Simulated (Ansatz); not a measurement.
# Ta16Cu: the cost of one run

Method: DFT PBE+D3(BJ), scalar-relativistic, plane waves, PAW, in Ansatz 0.2.0.

4 further runs of the same task are left out: 4 set aside as unsound or not needed. Runs told in other sessions of the task aren't counted.

## 1. The system as given

Symmetry: P4mm, No. 99, tetragonal system. Conventional cell: a = 6.570 Å, b = 6.570 Å, c = 21.910 Å, α = 90.00°, β = 90.00°, γ = 90.00°. Ta (site symmetry m) has 4 Ta at 2.84 Å in its first shell of neighbours. Around Ta (site symmetry 4mm) lie 13 Ta at 2.84 to 3.28 Å. Ta (site symmetry 2mm) has 13 Ta at 2.84 to 3.28 Å in its first shell of neighbours. Ta (site symmetry m) has 8 Ta at 2.78 to 2.85 Å in its first shell of neighbours. Ta (site symmetry 4mm) is surrounded by 9 Ta at 2.78 to 3.28 Å and 1 Cu at 2.80 Å. Ta (site symmetry 2mm) has 9 Ta at 2.78 to 3.28 Å in its first shell of neighbours. Ta (site symmetry 4mm) is surrounded by 9 Ta at 2.78 to 3.28 Å. Only part of the 9 independent sites is listed.

Structure file:

```cif
data_structure
_symmetry_space_group_name_H-M 'P 1'
_symmetry_Int_Tables_number 1
_cell_length_a 6.5700
_cell_length_b 6.5700
_cell_length_c 21.9099
_cell_angle_alpha 90.000
_cell_angle_beta 90.000
_cell_angle_gamma 90.000
_cell_volume 945.74
loop_
_atom_site_label
_atom_site_type_symbol
_atom_site_fract_x
_atom_site_fract_y
_atom_site_fract_z
_atom_site_occupancy
Ta1 Ta 0.25000 0.25000 0.18257 1
Ta2 Ta 0.25000 0.75000 0.18257 1
Ta3 Ta 0.75000 0.25000 0.18257 1
Ta4 Ta 0.75000 0.75000 0.18257 1
Ta5 Ta 0.00000 0.00000 0.25753 1
Ta6 Ta 0.00000 0.50000 0.25753 1
Ta7 Ta 0.50000 0.00000 0.25753 1
Ta8 Ta 0.50000 0.50000 0.25753 1
Ta9 Ta 0.25000 0.25000 0.33265 1
Ta10 Ta 0.25000 0.75000 0.33265 1
Ta11 Ta 0.75000 0.25000 0.33265 1
Ta12 Ta 0.75000 0.75000 0.33265 1
Ta13 Ta 0.00000 0.00000 0.40210 1
Ta14 Ta 0.00000 0.50000 0.40210 1
Ta15 Ta 0.50000 0.00000 0.40210 1
Ta16 Ta 0.50000 0.50000 0.40210 1
Cu1 Cu 0.00000 0.00000 0.52989 1
```

This is the geometry of the first run shown, built on a cell relaxed beforehand with the same method.

## 2. Plan of the line

Atoms count from 1 in the order of the input.

Cu is moved over the surface cell at a fixed height above a rigid substrate; the origin of the map has the adsorbate above Ta13; the height is held at 2.80 Å.

First coordinate, position of Cu17 along the first surface vector, from above Ta13: 8 values from 0.000 to 0.875, periodic. Second coordinate, position of Cu17 along the second surface vector, from above Ta13: 8 values from 0.000 to 0.875, periodic.

Nothing else is relaxed. Points are written as (first, second).

The two vectors of the plane (Å): (3.285, 0.000, 0.000); (0.000, 3.285, 0.000).

## 3. Grid point (0/8, 0/8) of the map's two axes

A dipole layer in the vacuum cancels the field that periodic copies would set up if the slab's two faces differ.

File input.yaml:

```yaml
crystal:
  lattice:
    - [6.5699959905, 0.0, 0.0]
    - [0.0, 6.5699959905, 0.0]
    - [0.0, 0.0, 21.909922904]
  atoms:
    - { symbol: Ta, position: [0.25, 0.25, 0.1825656812] }
    - { symbol: Ta, position: [0.25, 0.75, 0.1825656812] }
    - { symbol: Ta, position: [0.75, 0.25, 0.1825656812] }
    - { symbol: Ta, position: [0.75, 0.75, 0.1825656812] }
    - { symbol: Ta, position: [0.0, 0.0, 0.2575316683] }
    - { symbol: Ta, position: [0.0, 0.5, 0.2575316683] }
    - { symbol: Ta, position: [0.5, 0.0, 0.2575316683] }
    - { symbol: Ta, position: [0.5, 0.5, 0.2575316683] }
    - { symbol: Ta, position: [0.25, 0.25, 0.3326484497] }
    - { symbol: Ta, position: [0.25, 0.75, 0.3326484497] }
    - { symbol: Ta, position: [0.75, 0.25, 0.3326484497] }
    - { symbol: Ta, position: [0.75, 0.75, 0.3326484497] }
    - { symbol: Ta, position: [0.0, 0.0, 0.4020973941] }
    - { symbol: Ta, position: [0.0, 0.5, 0.4020973941] }
    - { symbol: Ta, position: [0.5, 0.0, 0.4020973941] }
    - { symbol: Ta, position: [0.5, 0.5, 0.4020973941] }
    - { symbol: Cu, position: [0.0, 0.0, 0.5298933709] }
basis:
  ecutwfc: 420
kpoints:
  mp_grid: { grid: [4, 4, 1] }
hamiltonian:
  xc: pbe
  pseudopotentials: { kind: paw, azcp: { folder: soft_1 } }
  dispersion: d3bj
scf:
  occupations: { method: gaussian, width: 0.1 }
output:
  forces: true
  eigenvalues: true
efield:
  axis: 3
  dipole_correction: true
  ramp_width: 0.04
```

Command:

```bash
$ ansatz run input.yaml --threads 4 --pin off --max-ram 12288MiB --backend cpu --events-out ev --progress --plain --runs-dir out
```

Q: Estimate wall time and peak memory on 4 threads of Arm Neoverse V1, shared host.

About 62 s, with a peak of 2.4 GiB.
